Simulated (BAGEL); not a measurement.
# A workflow on Si2H3BrO (SMILES [SiH3]O[Si]Br)

We compute a single-point energy (HF/def2-SV(P)), then state gradients and their coupling (CASSCF(2,2)/def2-SV(P)) of Si2H3BrO. 

The calculation is run with BAGEL 1.2.2.

3 further runs of the same task are left out: 2 that didn't finish, 1 set aside as unsound or not needed.

## Step 1: The system as given

Si2H3BrO: 7 atoms, total charge 0, spin state singlet. As SMILES, `[SiH3]O[Si]Br`. All atoms were displaced at random from a relaxed shape.

Bond lengths: Si1–O2 1.558 Å, O2–Si3 1.690 Å, Si3–Br4 2.262 Å, Si1–H5 1.450 Å, Si1–H6 1.521 Å, Si1–H7 1.498 Å. Angles: Si1–O2–Si3 145.1°, O2–Si3–Br4 99.7°, O2–Si1–H5 112.8°, O2–Si1–H6 109.0°, O2–Si1–H7 109.0°, H5–Si1–H6 110.5°, H5–Si1–H7 109.9°, H6–Si1–H7 105.4°.

## Step 2: A single-point energy at HF/def2-SV(P) (density fitting with svp-jkfit) (run 1)

Contents of hf.json:

```json
{ "bagel": [

{
  "title": "molecule",
  "basis": "def2-sv_p_.json",
  "df_basis": "svp-jkfit",
  "angstrom": "true",
  "geometry": [
    { "atom": "Si", "xyz": [       0.295691,       0.858288,       0.020659 ] },
    { "atom": "O", "xyz": [       0.751018,      -0.564616,       0.461924 ] },
    { "atom": "Si", "xyz": [       0.411399,      -2.217488,       0.373365 ] },
    { "atom": "Br", "xyz": [      -1.615744,      -2.138244,      -0.626711 ] },
    { "atom": "H", "xyz": [       0.114666,       0.971264,      -1.413981 ] },
    { "atom": "H", "xyz": [      -0.990867,       1.214440,       0.749218 ] },
    { "atom": "H", "xyz": [       1.306919,       1.860311,       0.486861 ] }
  ]
},

{ "title": "hf" },

{ "title": "print", "file": "orbitals.molden", "orbitals": "true" }

]}
```

The basis set def2-SV(P) is read from a file made from the Basis Set Exchange's data (not shown).

Run with:

```
$ BAGEL_NUM_THREADS=1 BAGEL hf.json > hf.out
```

Standard output:

```text
* using 1 threads per process

  ===============================================================
  ===============================================================

  *** Geometry ***

  { "atom" : "Si", "xyz" : [      0.558775,      1.621929,      0.039040 ] },
  { "atom" : "O", "xyz" : [      1.419218,     -1.066970,      0.872910 ] },
  { "atom" : "Si", "xyz" : [      0.777431,     -4.190445,      0.705558 ] },
  { "atom" : "Br", "xyz" : [     -3.053314,     -4.040696,     -1.184312 ] },
  { "atom" : "H", "xyz" : [      0.216687,      1.835423,     -2.672037 ] },
  { "atom" : "H", "xyz" : [     -1.872467,      2.294959,      1.415817 ] },
  { "atom" : "H", "xyz" : [      2.469719,      3.515478,      0.920034 ] },

  Number of auxiliary basis functions:      653

  Since a DF basis is specified, we compute 2- and 3-index integrals:
    o Being stored without compression. Storage requirement is 0.040 GB

  Number of basis functions:       88
  Number of electrons      :       74

    * METHOD: MOLECULE                             0.42

  *** RHF ***

  === Nuclear Repulsion ===
   381.9076967056

      * DIIS with orbital gradients will be used.

  === RHF iteration (def2-sv_p_.json) ===
      0      -3226.24314793          0.01557922           0.13
      1      -3226.33951096          0.01210666           0.12
      2      -3226.41577166          0.00103922           0.14
      3      -3226.41736518          0.00043116           0.13
      4      -3226.41753538          0.00010440           0.12
      5      -3226.41755778          0.00003442           0.12
      6      -3226.41756064          0.00001300           0.12
      7      -3226.41756101          0.00000262           0.12
      8      -3226.41756102          0.00000081           0.12
      9      -3226.41756102          0.00000030           0.12
     10      -3226.41756102          0.00000009           0.13
     11      -3226.41756102          0.00000003           0.14
     12      -3226.41756102          0.00000001           0.13
     13      -3226.41756102          0.00000001           0.13
    * SCF iteration converged.

    * Permanent dipole moment:
           (   -0.408073,     0.186212,    -0.065277) a.u.

    * METHOD: HF                                   2.02

    * METHOD: PRINT                                0.01

  ===============================================================
```

Wall time 2.8 s (1 thread of Intel Xeon 6975P-C (Granite Rapids), shared host); peak memory 0.18 GiB.

## Step 3: State gradients and their coupling at CASSCF(2,2)/def2-SV(P) (density fitting with svp-jkfit, 2 states averaged) (run 2)

Contents of job.json:

```json
{ "bagel" : [

{
  "title" : "molecule",
  "basis" : "def2-sv_p_.json",
  "df_basis" : "svp-jkfit",
  "angstrom" : "true",
  "geometry" : [
    { "atom" : "Si", "xyz" : [       0.295691,       0.858288,       0.020659 ] },
    { "atom" : "O", "xyz" : [       0.751018,      -0.564616,       0.461924 ] },
    { "atom" : "Si", "xyz" : [       0.411399,      -2.217488,       0.373365 ] },
    { "atom" : "Br", "xyz" : [      -1.615744,      -2.138244,      -0.626711 ] },
    { "atom" : "H", "xyz" : [       0.114666,       0.971264,      -1.413981 ] },
    { "atom" : "H", "xyz" : [      -0.990867,       1.214440,       0.749218 ] },
    { "atom" : "H", "xyz" : [       1.306919,       1.860311,       0.486861 ] }
  ]
},

{
  "title" : "hf"
},

{
  "title" : "forces",
  "dipole" : "true",
  "grads" : [
    {
      "title" : "force",
      "target" : 0
    },
    {
      "title" : "force",
      "target" : 1
    },
    {
      "title" : "nacme",
      "target" : 0,
      "target2" : 1,
      "nacmtype" : "full"
    }
  ],
  "method" : [
    {
      "title" : "casscf",
      "nstate" : 2,
      "nact" : 2,
      "nclosed" : 36,
      "active" : [33, 43],
      "maxiter" : 200,
      "natocc" : "true"
    }
  ]
}

]}
```

The basis set def2-SV(P) is read from a file made from the Basis Set Exchange's data (not shown).

Run with:

```
$ BAGEL_NUM_THREADS=1 BAGEL job.json > job.out
```

Standard output:

```text
* using 1 threads per process

  ===============================================================
  ===============================================================

  *** Geometry ***

  { "atom" : "Si", "xyz" : [      0.558775,      1.621929,      0.039040 ] },
  { "atom" : "O", "xyz" : [      1.419218,     -1.066970,      0.872910 ] },
  { "atom" : "Si", "xyz" : [      0.777431,     -4.190445,      0.705558 ] },
  { "atom" : "Br", "xyz" : [     -3.053314,     -4.040696,     -1.184312 ] },
  { "atom" : "H", "xyz" : [      0.216687,      1.835423,     -2.672037 ] },
  { "atom" : "H", "xyz" : [     -1.872467,      2.294959,      1.415817 ] },
  { "atom" : "H", "xyz" : [      2.469719,      3.515478,      0.920034 ] },

  Number of auxiliary basis functions:      653

  Since a DF basis is specified, we compute 2- and 3-index integrals:
    o Being stored without compression. Storage requirement is 0.040 GB

  Number of basis functions:       88
  Number of electrons      :       74

    * METHOD: MOLECULE                             0.32

  *** RHF ***

  === Nuclear Repulsion ===
   381.9076967056

      * DIIS with orbital gradients will be used.

  === RHF iteration (def2-sv_p_.json) ===
      0      -3226.24314793          0.01557922           0.12
      1      -3226.33951096          0.01210666           0.12
      2      -3226.41577166          0.00103922           0.12
[... 10 lines of this table left out ...]
     13      -3226.41756102          0.00000001           0.12
    * SCF iteration converged.

    * Permanent dipole moment:
           (   -0.408073,     0.186212,    -0.065277) a.u.

    * METHOD: HF                                   1.99

  The gradients will be computed analytically.
  ---------------------------
      CASSCF calculation
  ---------------------------

    ==== Active orbitals : =====
         Orbital 33
         Orbital 43
    ============================

[... 14 lines left out ...]
    * Second-order optimization converged. *
[... 12 lines left out ...]
     * ci vector, state   0, <S^2> = 0.0000
[... 3 lines left out ...]
     * ci vector, state   1, <S^2> = 0.0000
[... 2 lines left out ...]
    * Permanent dipole moment: CASSCF unrelaxed dipole moment: 0
[... 2 lines left out ...]
    * Permanent dipole moment: CASSCF unrelaxed dipole moment: 1
[... 2 lines left out ...]
    * Permanent dipole moment: CASSCF unrelaxed dipole moment: 1 - 0
[... 2 lines left out ...]
  * CASSCF dipole moments
[... 1 line left out ...]
    * State             0 :   (   -0.399152,     0.081768,    -0.052518) a.u.
[... 1 line left out ...]
    * State             1 :   (   -0.082367,     0.533634,     0.068464) a.u.
[... 4 lines left out ...]
    * Permanent dipole moment: Unrelaxed
[... 9 lines left out ...]
    * Permanent dipole moment: Relaxed
[... 34 lines left out ...]
    * Permanent dipole moment: Unrelaxed
[... 9 lines left out ...]
    * Permanent dipole moment: Relaxed
[... 2 lines left out ...]
  * Nuclear energy gradient

    o Atom   0
        x          0.0228936787
        y         -0.0778439525
        z         -0.0121093702
    o Atom   1
        x         -0.0283505751
        y          0.0898770232
        z         -0.0207246205
    o Atom   2
        x         -0.0039487343
        y         -0.0305645520
        z         -0.0006061533
    o Atom   3
        x          0.0129532957
        y          0.0128046721
        z          0.0055175672
    o Atom   4
        x          0.0020767555
        y         -0.0002944909
        z          0.0137358667
    o Atom   5
        x         -0.0077374918
        y          0.0025184782
        z          0.0094553182
    o Atom   6
        x          0.0021130727
        y          0.0035028229
        z          0.0047313924
  * Gradient computed with                              6.97

  === NACME evaluation ===

    * NACME Target states: 0 - 1
    * Energy gap is:       -4.5040985459 eV

    * Permanent dipole moment: Transition dipole moment between 0 - 1
           (    0.405320,    -0.025588,    -0.834071) a.u.

    * Oscillator strength for transition between 0 - 1 -0.094967 a.u.

  === CASSCF Z-vector iteration ===

         0      0.0004030167     0.0115282572      0.25
         1      0.0003395702     0.0129651042      0.25
         2      0.0003279581     0.0117549819      0.25
[... 14 lines of this table left out ...]
        17      0.0000000012     0.0000000062      0.25
    * Permanent dipole moment: Relaxed
           (    0.296285,    -0.015143,    -0.633038) a.u.

  * Nuclear energy gradient

    o Atom   0
        x          0.0012243781
        y         -0.0053964520
        z          0.0000214892
    o Atom   1
        x         -0.0942343592
        y          0.0121778703
        z          0.1963302414
    o Atom   2
        x          0.2963126879
        y         -0.0234212731
        z         -0.6172946860
    o Atom   3
        x         -0.1314174647
        y          0.0108321021
        z          0.2728342752
    o Atom   4
        x          0.0004541877
        y         -0.0007707102
        z          0.0031334896
    o Atom   5
        x         -0.0033258188
        y          0.0019444063
        z          0.0008749612
    o Atom   6
        x         -0.0004018375
        y         -0.0001008912
        z          0.0010114392
  * Gradient computed with                              7.03

    * METHOD: FORCES                              31.47

  ===============================================================
```

It took 34 s on 1 thread of Intel Xeon 6975P-C (Granite Rapids), shared host; peak memory 0.27 GiB.

## Step 4: Results

```
                                                                        quantity           value
                                              run 1, HF/def2-SV(P): total energy  -3226.41756 Eh
                                             run 1, HF/def2-SV(P): dipole moment          1.15 D
                                               run 1, HF/def2-SV(P): HOMO energy       -10.11 eV
                                               run 1, HF/def2-SV(P): LUMO energy         0.63 eV
                                             run 1, HF/def2-SV(P): HOMO–LUMO gap        10.75 eV
                  run 2, CASSCF(2,2)/def2-SV(P): energy of the lowest of 2 roots  -3226.41749 Eh
                         run 2, CASSCF(2,2)/def2-SV(P): largest force on an atom      5.462 eV/Å
run 2, CASSCF(2,2)/def2-SV(P): lowest excitation energy within this active space         4.50 eV
```

The orbitals (run 2, CASSCF(2,2)/def2-SV(P)) are averaged over several states, so each root lies above its own optimum (it can stand above Hartree-Fock), and forces and dipoles share that bias. The brightest of the 1 transitions from the ground state lies at 4.50 eV (275 nm, f = 0.095).
